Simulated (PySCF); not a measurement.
**CH3Cl3Si (methyltrichlorosilane): levels of theory compared**

Wanted: a comparison of 4 runs (HF/STO-3G, HF/3-21G, B3LYP/6-31G*, SCS-MP2/cc-pVDZ) of CH3Cl3Si (methyltrichlorosilane). Input form: a Python script.

Program for the calculation: PySCF 2.14.0.

1 further run of the same task is left out (set aside as unsound or not needed).

### 1 The system as given

CH3Cl3Si: 8 atoms, total charge 0, spin state singlet. As SMILES, `C[Si](Cl)(Cl)Cl`. The Si2–Cl4 distance was set to 3.670 Å, away from the relaxed value. At this shape a bond of the SMILES string is far longer than usual.

Bond lengths: C1–Si2 1.841 Å, Si2–Cl3 2.039 Å, Si2–Cl5 2.039 Å, C1–H6 1.092 Å, C1–H7 1.092 Å, C1–H8 1.092 Å. Angles: C1–Si2–Cl3 110.7°, C1–Si2–Cl5 110.6°, Cl3–Si2–Cl5 108.3°, Si2–C1–H6 110.0°, Si2–C1–H7 110.0°, Si2–C1–H8 110.0°, H6–C1–H7 109.0°, H6–C1–H8 109.0°, H7–C1–H8 109.0°. A long bond or contact: Si2–Cl4 3.670 Å.

### 2 A single-point energy at HF/STO-3G (run 1)

input.py

```python
from pyscf import gto

molecule = gto.M(
    atom='''
C     -0.326503     0.222316     2.184889
Si     0.971297     0.699816     0.970089
Cl     2.762797    -0.138084     1.465189
Cl     0.065900    -0.429500    -2.402200
Cl     1.203597     2.724916     0.924989
H     -0.442103    -0.863284     2.199589
H     -0.045903     0.563016     3.183589
H     -1.280203     0.677116     1.909589
''',
    basis='sto-3g',
    verbose=3,
    max_memory=1860,
)

mf = molecule.RHF()
mf.conv_tol = 1e-10
mf.kernel()
if not mf.converged:
    mf = mf.newton().run(mf.mo_coeff, mf.mo_occ)

e_tot = mf.e_tot
print(f'total energy: {e_tot:.8f} hartree')
```

The run is started by

```bash
$ OMP_NUM_THREADS=1 python input.py
```

Output:

```text
converged SCF energy = -1688.45011792688
total energy: -1688.45011793 hartree
```

Run time: 1.5 s. Hardware: 1 thread of Intel Xeon at 2.70GHz, shared host; peak memory 0.12 GiB.

### 3 The energy at HF/3-21G (run 2)

geometry.xyz

```xyz
8
CH3Cl3Si
C     -0.326503     0.222316     2.184889
Si     0.971297     0.699816     0.970089
Cl     2.762797    -0.138084     1.465189
Cl     0.065900    -0.429500    -2.402200
Cl     1.203597     2.724916     0.924989
H     -0.442103    -0.863284     2.199589
H     -0.045903     0.563016     3.183589
H     -1.280203     0.677116     1.909589
```

run.py

```python
from pyscf import gto

mol = gto.Mole()
mol.atom = 'geometry.xyz'
mol.basis = '3-21g'
mol.verbose = 3
mol.max_memory = 1860
mol.build()

mf = mol.RHF()
mf.conv_tol = 1e-10
mf.kernel()
if not mf.converged:
    mf = mf.newton().run(mf.mo_coeff, mf.mo_occ)

e_tot = mf.e_tot
print('E = %.10f Eh' % e_tot)
```

The run is started by

```bash
$ OMP_NUM_THREADS=1 python run.py
```

Output:

```text
converged SCF energy = -1698.68644269907
E = -1698.6864426991 Eh
```

It took 2.4 s on 1 thread of Intel Xeon at 2.70GHz, shared host; peak memory 0.14 GiB.

Run 3 isn't shown in full; the table further down has it.

### 4 The energy at SCS-MP2/cc-pVDZ (run 4)

mol.xyz

```xyz
8

C     -0.326503     0.222316     2.184889
Si     0.971297     0.699816     0.970089
Cl     2.762797    -0.138084     1.465189
Cl     0.065900    -0.429500    -2.402200
Cl     1.203597     2.724916     0.924989
H     -0.442103    -0.863284     2.199589
H     -0.045903     0.563016     3.183589
H     -1.280203     0.677116     1.909589
```

job.py

```python
from pyscf import gto, mp

mol = gto.Mole()
mol.atom = 'mol.xyz'
mol.verbose = 3
mol.max_memory = 1860
mol.basis = 'cc-pvdz'
mol.build()

myscf = mol.RHF()
myscf.conv_tol = 1e-10
myscf.kernel()
if not myscf.converged:
    myscf = myscf.newton().run(myscf.mo_coeff, myscf.mo_occ)

pt = mp.MP2(myscf, frozen=21).run()
energy = myscf.e_tot + 1.2 * pt.e_corr_os + pt.e_corr_ss / 3
print('E = %.10f Eh' % energy)
```

The run is started by

```bash
$ OMP_NUM_THREADS=1 python job.py
```

Output:

```text
converged SCF energy = -1707.06671427783
E(RMP2) = -1707.71303478458  E_corr = -0.646320506744051
E(SCS-RMP2) = -1707.69838989112  E_corr = -0.63167561328531
E = -1707.6983898911 Eh
```

It took 6.6 s on 1 thread of Intel Xeon at 2.70GHz, shared host; peak memory 0.27 GiB.

### 5 The series

| run | level | integration grid | frozen core orbitals | energy (Eh) | dipole moment (D) of the reference | HOMO energy (eV) | LUMO energy (eV) | wall time |
| --- | --- | --- | --- | --- | --- | --- | --- | --- |
| 1 | HF/STO-3G | – | – | -1688.450118 | 7.37 | -6.34 | -0.80 | 1.5 s |
| 2 | HF/3-21G | – | – | -1698.686443 | 9.18 | -9.46 | -2.73 | 2.4 s |
| 3 | B3LYP/6-31G* (spherical functions) | 5 | – | -1710.014278 | 7.64 | -6.83 | -5.00 | 39 s |
| 4 | SCS-MP2/cc-pVDZ | – | 21 | -1707.698390 | 10.10 | -9.12 | -2.05 | 6.6 s |

### 6 Results

| quantity | value |
| --- | --- |
| run 4: total energy | -1707.69839 Eh |
| run 4: dipole moment (Hartree–Fock density) | 10.10 D |
| run 4: HOMO energy (Hartree–Fock orbitals) | -9.12 eV |
| run 4: LUMO energy (Hartree–Fock orbitals) | -2.05 eV |
| run 4: HOMO–LUMO gap (Hartree–Fock orbitals) | 7.07 eV |
| run 4: correlation energy (21 core orbitals frozen) | -631.7 mEh |

Over runs 1, 2, 3 the dipole moment (its size) runs from 7.37 D (HF/STO-3G) to 9.18 D (HF/3-21G). Over runs 1, 2, 3 the HOMO–LUMO gap runs from 1.83 eV (B3LYP/6-31G*) to 6.72 eV (HF/3-21G). The two ends differ in method and basis. In run 1 the basis is minimal, so the values are rough. In runs 1, 2, 3, 4 a closed-shell determinant meets a far-stretched bond, which it describes badly. All runs together took 50 s, the longest 39 s.
